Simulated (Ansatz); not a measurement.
# CO2: properties at the relaxed cell

One table from this session's results is given with a row withheld; the runs are named, their logs left out.

Program: Ansatz 0.2.0. Level of theory: DFT PBE+D3(BJ), scalar-relativistic, plane waves, PAW, unless a step's input says otherwise. These are calculated values, not measurements.

2 further runs of the same task are left out: 2 set aside as unsound or not needed.

## The structure to begin with

It takes space group Pa-3 (No. 205, cubic). Conventional cell: a = 5.713 Å, b = 5.713 Å, c = 5.713 Å, α = 90.00°, β = 90.00°, γ = 90.00°. Around C (site symmetry -3) lie 2 O at 1.17 Å. Around O (site symmetry 3) lie 1 C at 1.17 Å.

Coordinates:

```
CELL_PARAMETERS angstrom
5.71322 0.00000 0.00000
0.00000 5.71322 0.00000
0.00000 0.00000 5.71322
ATOMIC_POSITIONS crystal
C 0.00000 0.00000 0.00000
C 0.50000 0.00000 0.50000
C 0.50000 0.50000 0.00000
C 0.00000 0.50000 0.50000
O 0.11812 0.11812 0.11812
O 0.38188 0.88188 0.61812
O 0.61812 0.38188 0.88188
O 0.88188 0.61812 0.38188
O 0.88188 0.88188 0.88188
O 0.61812 0.11812 0.38188
O 0.38188 0.61812 0.11812
O 0.11812 0.38188 0.61812
```

This cell was relaxed beforehand with the same method: volume 15.54 Å³/atom, gap on the mesh 6.75 eV.

The first run:

The input, input.yaml:

```yaml
crystal:
  lattice:
    - [5.7132173136, 0.0, 0.0]
    - [0.0, 5.7132173136, 0.0]
    - [0.0, 0.0, 5.7132173136]
  atoms:
    - { symbol: C, position: [0.0, 0.0, 0.0] }
    - { symbol: C, position: [0.5, 0.0, 0.5] }
    - { symbol: C, position: [0.5, 0.5, 0.0] }
    - { symbol: C, position: [0.0, 0.5, 0.5] }
    - { symbol: O, position: [0.118121848, 0.118121848, 0.118121848] }
    - { symbol: O, position: [0.381878152, 0.881878152, 0.618121848] }
    - { symbol: O, position: [0.618121848, 0.381878152, 0.881878152] }
    - { symbol: O, position: [0.881878152, 0.618121848, 0.381878152] }
    - { symbol: O, position: [0.881878152, 0.881878152, 0.881878152] }
    - { symbol: O, position: [0.618121848, 0.118121848, 0.381878152] }
    - { symbol: O, position: [0.381878152, 0.618121848, 0.118121848] }
    - { symbol: O, position: [0.118121848, 0.381878152, 0.618121848] }
basis:
  ecutwfc: 420
kpoints:
  mp_grid: { grid: [4, 4, 4] }
hamiltonian:
  xc: pbesol
scf:
  occupations: { method: gaussian, width: 0.02 }
output:
  forces: true
  stress: true
  eigenvalues: true
  write_density: true
  write_potential: true
  elf: true
  volumetric_format: npy
relax:
  adjacent_minimum: "off"
  f_tol: 0.005
  max_steps: 50
  cell: { stress_tol: 0.05 }
```

Command:

```console
$ ansatz run input.yaml --threads 4 --pin off --max-ram 10240MiB --backend cpu --events-out ev --progress --plain --runs-dir out
```

Steps of the session up to this table: Relaxing with PBEsol; Relaxing with PBE; Relaxing with LDA; The cell under r2SCAN.

One of the session's tables, all rows but one given; the rest of the session is left out.

It belongs to the step «One structure, several functionals». 

```
functional  a (Å)  b (Å)  c (Å)  volume (Å³/atom)  gap on the mesh (eV)
PBE+D3(BJ)  5.713  5.713  5.713             15.54                  6.75
    PBEsol  5.784  5.784  5.784             16.12                  6.71
       PBE      ?      ?      ?                 ?                     ?
       LDA  5.283  5.283  5.283             12.29                  6.81
    r2SCAN  5.575  5.575  5.575             14.44                  7.52
```

Estimate the missing values for PBE.

The run gave: a (Å): 6.050; b (Å): 6.050; c (Å): 6.050; volume (Å³/atom): 18.46; gap on the mesh (eV): 6.64. In the column «a (Å)» it is the highest.
